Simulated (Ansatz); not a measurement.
# BClFH₂O+: an energy map over bond length O1–B2 and dihedral H5–O1–B2–F3

Aim: map the energy of BClFH₂O, SMILES [OH2+]B(F)Cl, charge +1 over two coordinates, and find its wells, ridges and stiffness.

Program: Ansatz 0.2.0. Level of theory: RKS wB97M-V/def2-SVP. These are calculated values, not measurements.

## Step 1: Starting geometry

SMILES `[OH2+]B(F)Cl`, 6 atoms, charge 1, spin multiplicity 1.

Atoms are counted from 1 here; the program's logs count them from 0.

Bond lengths: O1–B2 1.492 Å, O1–H5 0.987 Å, O1–H6 0.989 Å, B2–F3 1.296 Å, B2–Cl4 1.697 Å. Angles: B2–O1–H5 123.0°, B2–O1–H6 122.3°, H5–O1–H6 114.6°, O1–B2–F3 111.6°, O1–B2–Cl4 117.1°, F3–B2–Cl4 131.3°.

Coordinates:

```
O    -0.23782    0.73542    0.09062
B     0.30030   -0.65018   -0.04175
F     1.49483   -0.74705    0.45105
Cl   -0.70312   -1.80170   -0.78140
H    -1.13458    0.99709   -0.22835
H     0.28038    1.46642    0.50982
```

This geometry comes from a loose relaxation at PBE in a small basis, which is not shown.

## Step 3: Setting up the map

- bond length O1–B2: 9 values from 1.217 to 2.225 Å
- dihedral H5–O1–B2–F3: 10 values from −180 to 144 °, periodic

Nothing else is relaxed (all other coordinates rigid). Energies count from the relaxed molecule at the same level.

(The set-up runs are not shown.)

## Step 4: Grid point bond length O1–B2 = 2.099 Å, dihedral H5–O1–B2–F3 = 72°

Contents of input.yaml:

```yaml
crystal:
  periodic: [false, false, false]
  atoms:
    - { symbol: O, position_ang: [-0.237154, 0.731783, 0.09058] }
    - { symbol: B, position_ang: [0.520611, -1.21676, -0.0959] }
    - { symbol: F, position_ang: [0.817226, -1.492377, -1.317476] }
    - { symbol: Cl, position_ang: [0.640285, -2.136598, 1.317939] }
    - { symbol: H, position_ang: [-1.126448, 0.992462, -0.226237] }
    - { symbol: H, position_ang: [0.280193, 1.454551, 0.506263] }
total_charge: 1
basis:
  gaussian: { orbitals: def2-SVP }
hamiltonian:
  xc: { name: wB97M-V }
output:
  forces: true
```

Launch:

```sh
> ansatz run input.yaml --threads 1 --pin off --max-ram 2560MiB --backend cpu --events-out ev --progress --plain --runs-dir out
```

Further runs follow: the other points that were computed.

**Question.** What will these runs give? Wanted: lowest point; highest computed point; largest force on an atom.

The runs gave:

| quantity | value |
| --- | --- |
| lowest point | bond length O1–B2 = 1.469 Å, dihedral H5–O1–B2–F3 = −180°, 0.24 kJ/mol |
| highest computed point | bond length O1–B2 = 1.217 Å, dihedral H5–O1–B2–F3 = −72°, 204 kJ/mol above the lowest |
| largest force on an atom (eV/Å) | 0.3 at bond length O1–B2 = 1.469 Å, dihedral H5–O1–B2–F3 = −180° to 15.0 at bond length O1–B2 = 1.217 Å, dihedral H5–O1–B2–F3 = −72°; 0.3 at the lowest point |
| time for the whole task | 6.2 min on 1 thread, shared host |

The lowest computed point is at bond length O1–B2 = 1.469 Å, dihedral H5–O1–B2–F3 = −180°, 0.24 kJ/mol from the relaxed molecule at the same level; the map holds 2 wells of about this depth. The grid is coarse, so the lowest point of the scanned range may lie between grid points; coordinates that were held can hide deeper minima. The grid shows no other well, apart from its symmetry copies. The highest computed point, bond length O1–B2 = 1.217 Å, dihedral H5–O1–B2–F3 = −72°, lies 204 kJ/mol above the lowest. On the interpolated surface the easiest way out of the lowest well to the well at bond length O1–B2 = 1.469 Å, dihedral H5–O1–B2–F3 = 0° passes a barrier of about 37 kJ/mol. Round the minimum the two coordinates are nearly uncoupled.
